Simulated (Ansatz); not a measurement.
# YCu: the cost of one run

Program: Ansatz 0.2.0. Level of theory: DFT r²SCAN, frozen-core PAW, scalar-relativistic unless said. These are calculated values, not measurements.

## 1. The structure to begin with

Symmetry: Pm-3m, No. 221, cubic system. Conventional cell: a = 3.458 Å, b = 3.458 Å, c = 3.458 Å, α = 90.00°, β = 90.00°, γ = 90.00°. Y (site symmetry m-3m) is surrounded by 8 Cu at 2.99 Å. Cu (site symmetry m-3m) is surrounded by 8 Y at 2.99 Å.

Structure file:

```cif
data_structure
_symmetry_space_group_name_H-M 'P 1'
_symmetry_Int_Tables_number 1
_cell_length_a 3.4581
_cell_length_b 3.4581
_cell_length_c 3.4581
_cell_angle_alpha 90.000
_cell_angle_beta 90.000
_cell_angle_gamma 90.000
_cell_volume 41.35
loop_
_atom_site_label
_atom_site_type_symbol
_atom_site_fract_x
_atom_site_fract_y
_atom_site_fract_z
_atom_site_occupancy
Y1 Y 0.00000 0.00000 0.00000 1
Cu1 Cu 0.50000 0.50000 0.50000 1
```

Cartesian axes are those of the input's lattice vectors. The structure goes back to a database entry.

## 2. Cell and atoms relaxed, PAW

File input.yaml:

```yaml
crystal:
  lattice:
    - [3.45811539, 0.0, 0.0]
    - [0.0, 3.45811539, 0.0]
    - [0.0, 0.0, 3.45811539]
  atoms:
    - { symbol: "Y", position: [0.0, 0.0, 0.0] }
    - { symbol: Cu, position: [0.5, 0.5, 0.5] }
kpoints:
  mp_grid: { grid: [12, 12, 12] }
scf:
  occupations: { method: fermi_dirac, width: 0.1 }
hamiltonian:
  xc: r2scan
  pseudopotentials: { kind: paw }
relax:
  f_tol: 0.002
  max_steps: 80
  cell: {}
output:
  forces: true
  stress: true
  write_density: true
  write_potential: true
  elf: true
  volumetric_format: npy
```

On the command line:

```console
ansatz run input.yaml --threads 1 --pin off --max-ram 2560MiB --backend cpu --events-out ev --progress --plain --runs-dir out
```

What time and memory should one allow on 1 thread of Arm Neoverse V1, shared host?

About 42 s, with a peak of 0.47 GiB.
